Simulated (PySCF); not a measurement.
**BF3 (boron trifluoride): levels of theory compared**

Aim: a comparison of 5 runs (HF/6-31G*, HF/6-31G**, HF/def2-SVP, B3LYP/6-31G*, TPSS/aug-cc-pVDZ) of BF3 (boron trifluoride). The job is set up through a Python script.

Program for the calculation: PySCF 2.14.0.

### Step 1. The molecule

BF3: 4 atoms, total charge 0, spin state singlet. As SMILES, `FB(F)F`. The shape is that of a PBE0-D4/def2-TZVP optimisation.

Bond lengths: F1–B2 1.311 Å, B2–F3 1.311 Å, B2–F4 1.311 Å. Angles: F1–B2–F3 120.0°, F1–B2–F4 120.0°, F3–B2–F4 120.0°.

### Step 2. Energy and forces at HF/6-31G(d) (spherical functions) (run 1)

The input, job.py:

```python
from pyscf import gto, scf

molecule = gto.Mole()
molecule.atom = [
    ('F', (0.543870, 0.210740, 1.174280)),
    ('B', (0.000020, -0.000000, 0.000010)),
    ('F', (-0.265170, -1.223510, -0.389620)),
    ('F', (-0.278730, 1.012770, -0.784660)),
]
molecule.verbose = 4
molecule.basis = '6-31g*'
molecule.max_memory = 1860
molecule.spin = 0
molecule.build()

mf = scf.RHF(molecule)
mf.conv_tol = 1e-10
mf.kernel()
if not mf.converged:
    mf = mf.newton().run(mf.mo_coeff, mf.mo_occ)

energy = mf.e_tot
print('E = %.10f Eh' % energy)
grad = mf.nuc_grad_method().kernel()
mf.analyze()
```

Run with:

```sh
$ OMP_NUM_THREADS=1 python job.py
```

What it wrote:

```text
PySCF version 2.14.0

[... 74 lines left out ...]
DFT Exchange-Correlation Energy =      -34.319834537953739
[... 9 lines left out ...]
MO #8   energy= -0.848249916096056 occ= 2
[... 7 lines left out ...]
MO #16  energy= -0.650206163887498 occ= 2
[... 7 lines left out ...]
MO #24  energy= 0.763029406296939  occ= 0
[... 7 lines left out ...]
MO #32  energy= 1.5958512516586    occ= 0
[... 7 lines left out ...]
MO #40  energy= 2.08397939480533   occ= 0
[... 7 lines left out ...]
MO #48  energy= 2.32716340511552   occ= 0
[... 7 lines left out ...]
MO #56  energy= 3.82426297247085   occ= 0
[... 63 lines left out ...]
Dipole moment(X, Y, Z, Debye):  0.00019,  0.00001,  0.00009
```

Run time: 1.5 s. Hardware: 1 thread of Arm Neoverse V2, shared host; peak memory 0.15 GiB.

### Step 3. Energy and forces at HF/6-31G(d,p) (spherical functions) (run 2)

The input, calc.py:

```python
import pyscf.grad
from pyscf import gto, scf

molecule = gto.M(
    atom=[
    ('F', (0.543870, 0.210740, 1.174280)),
    ('B', (0.000020, -0.000000, 0.000010)),
    ('F', (-0.265170, -1.223510, -0.389620)),
    ('F', (-0.278730, 1.012770, -0.784660)),
],
    spin=0,
    verbose=4,
    max_memory=1860,
    basis='6-31g**',
)

myscf = scf.RHF(molecule)
myscf.conv_tol = 1e-10
myscf.kernel()
if not myscf.converged:
    myscf = myscf.newton().run(myscf.mo_coeff, myscf.mo_occ)

e_tot = myscf.e_tot
print('E = %.10f Eh' % e_tot)
grad = myscf.Gradients().kernel()
myscf.analyze()
```

Run with:

```sh
$ OMP_NUM_THREADS=1 python calc.py
```

What it wrote:

```text
PySCF version 2.14.0

[... 74 lines left out ...]
DFT Exchange-Correlation Energy =      -34.319834537953739
[... 9 lines left out ...]
MO #8   energy= -0.848249916096056 occ= 2
[... 7 lines left out ...]
MO #16  energy= -0.650206163887498 occ= 2
[... 7 lines left out ...]
MO #24  energy= 0.763029406296939  occ= 0
[... 7 lines left out ...]
MO #32  energy= 1.5958512516586    occ= 0
[... 7 lines left out ...]
MO #40  energy= 2.08397939480533   occ= 0
[... 7 lines left out ...]
MO #48  energy= 2.32716340511552   occ= 0
[... 7 lines left out ...]
MO #56  energy= 3.82426297247085   occ= 0
[... 63 lines left out ...]
Dipole moment(X, Y, Z, Debye):  0.00019,  0.00001,  0.00009
```

It took 1.9 s on 1 thread of Arm Neoverse V2, shared host; peak memory 0.14 GiB.

Runs 3 to 4 aren't shown in full; the table further down has their settings and results.

### Step 4. Energy and gradient at TPSS/aug-cc-pVDZ (run 5)

The input, input.py:

```python
# FB(F)F
import pyscf.grad
from pyscf import gto, dft

mol = gto.M(
    atom='F 0.543870 0.210740 1.174280; B 0.000020 -0.000000 0.000010; F -0.265170 -1.223510 -0.389620; F -0.278730 1.012770 -0.784660',
    spin=0,
    charge=0,
    max_memory=1860,
    basis='aug-cc-pvdz',
    verbose=3,
)

calc0 = dft.RKS(mol)
calc0.xc = 'tpss'
calc0.conv_tol = 1e-10
calc0.grids.level = 5
calc0.kernel()
if not calc0.converged:
    calc0 = calc0.newton().run(calc0.mo_coeff, calc0.mo_occ)

e_tot = calc0.e_tot
print(f'total energy: {e_tot:.8f} hartree')
grad = calc0.Gradients().kernel()
dip = calc0.dip_moment()
pop, q = calc0.mulliken_pop()
```

Run with:

```sh
$ OMP_NUM_THREADS=1 python input.py
```

What it wrote:

```text
converged SCF energy = -324.614368073089
total energy: -324.61436807 hartree
[... 7 lines left out ...]
Dipole moment(X, Y, Z, Debye):  0.00014,  0.00001,  0.00009
[... 97 lines left out ...]
charge of    3F =     -0.31048
```

Run time: 29 s. Hardware: 1 thread of Arm Neoverse V2, shared host; peak memory 0.95 GiB.

### Step 5. Overview of the runs

| run | level | Cartesian functions | integration grid | energy (Eh) | dipole moment (D) | HOMO energy (eV) | LUMO energy (eV) | wall time |
| --- | --- | --- | --- | --- | --- | --- | --- | --- |
| 1 | HF/6-31G* (spherical functions) | no | – | -323.190546 | 0.00 | -17.69 | 5.54 | 1.5 s |
| 2 | HF/6-31G** (spherical functions) | no | – | -323.190546 | 0.00 | -17.69 | 5.54 | 1.9 s |
| 3 | HF/def2-SVP | no | – | -322.935771 | 0.00 | -17.99 | 4.73 | 1.2 s |
| 4 | B3LYP/6-31G* (Cartesian functions) | yes | 5 | -324.553106 | 0.00 | -11.26 | 1.08 | 8.1 s |
| 5 | TPSS/aug-cc-pVDZ | no | 5 | -324.614368 | 0.00 | -10.20 | -0.67 | 29 s |

### Step 6. Outcome

| quantity | value |
| --- | --- |
| run 5: total energy | -324.61437 Eh |
| run 5: dipole moment | 0.00 D |
| run 5: HOMO energy | -10.20 eV |
| run 5: LUMO energy | -0.67 eV |
| run 5: HOMO–LUMO gap | 9.53 eV |
| run 5: largest force on an atom | 1.284 eV/Å |

**Reading.** The HOMO–LUMO gap runs from 9.53 eV (TPSS/aug-cc-pVDZ) to 23.23 eV (HF/6-31G*). The two ends differ in method and basis. Totals of different functionals can't be ranked against each other. All runs together took 42 s, the longest 29 s.
